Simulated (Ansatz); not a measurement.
# GaC (quartet): wave-function methods side by side, aug-cc-pVDZ

One table from this session's results is given with a row withheld; the runs are named, their logs left out.

Method: aug-cc-pVDZ, core rule «outside noble gas», up to 15 orbitals frozen; program: Ansatz 0.2.0, Gaussian basis.

To be run: UHF; CCSD(T) on ROHF; CCSD(T) on UHF; BCCD(T) on ROHF; CISD; CCSDT(Q) on ROHF; CCSDT(Q) on UHF; CASSCF and MRCISD+Q, 7 electrons in 8 orbitals; CASSCF and NEVPT2, 7 electrons in 8 orbitals.

23 further runs of the same task are left out: 18 that didn't finish, 5 set aside as unsound or not needed.

## The geometry

The geometry is a PBE0/def2-TZVPD stationary point (not a proven minimum) of the parent state, kept for this charge and spin. No spin-orbit coupling is included. The filled d shell of Ga may be among the frozen orbitals whatever the setting's name suggests; the logs give the count.

2 atoms, charge 0, spin multiplicity 4.

Atoms are counted from 1 here; the program's logs count them from 0.

Bond lengths: C1–Ga2 1.887 Å.

The first run:

in.yaml

```yaml
crystal:
  periodic: [false, false, false]
  atoms:
    - {symbol: C, position_ang: [0.000000, 0.000000, 0.000000]}
    - {symbol: Ga, position_ang: [0.000000, 0.000000, 1.887000]}
basis:
  gaussian: {orbitals: aug-cc-pVDZ}
magnetization: {spin_polarized: true, initial_magnetization: 3}
hamiltonian: {xc: hf}
output: {orbitals: {seedname: orbitals}}
```

Run with:

```
$ ansatz run in.yaml --threads 1 --pin off --events-out ev --progress --plain --max-ram 2393MiB
```

Steps of the session up to this table: UHF; CCSD(T) on ROHF; CCSD(T) on UHF; BCCD(T) on ROHF; CISD; CCSDT(Q) on ROHF; CCSDT(Q) on UHF; CASSCF and MRCISD+Q, 7 electrons in 8 orbitals; CASSCF and NEVPT2, 7 electrons in 8 orbitals.

One table of the session follows, with a row left open; its other results are not shown here.

It belongs to the step «Misses and costs». 

```
          method  from UCCSDT(Q) (meV)
            ROHF               +4068.1
             UHF               +3991.9
            RMP2               +1088.1
            UMP2               +1055.7
           RCCSD                +197.3
           UCCSD                +190.6
        RCCSD(T)                 +55.4
        UCCSD(T)                 +50.0
         BCCD(T)                     ?
          RCCSDT                 +14.9
          UCCSDT                  +9.8
       RCCSDT(Q)                  +5.7
       UCCSDT(Q)                     0
  CASSCF valence               +2663.1
  NEVPT2 valence                +610.3
  MRCISD valence                +157.6
MRCISD+Q valence                  +9.1
```

**Question.** Estimate the row for BCCD(T).

As computed: from UCCSDT(Q) (meV): +53.2. In the column «from UCCSDT(Q) (meV)» it lies between UCCSD(T) (+50.0) and RCCSD(T) (+55.4).

Not comparable, so not listed: CISD (they don't share determinant, frozen orbitals or solution with the rows shown, or repeat one).

To keep in mind: Restricted and unrestricted rows rest on different reference determinants; where their highest levels disagree by more than a few hundredths of an eV, they describe different states and don't form one ladder.
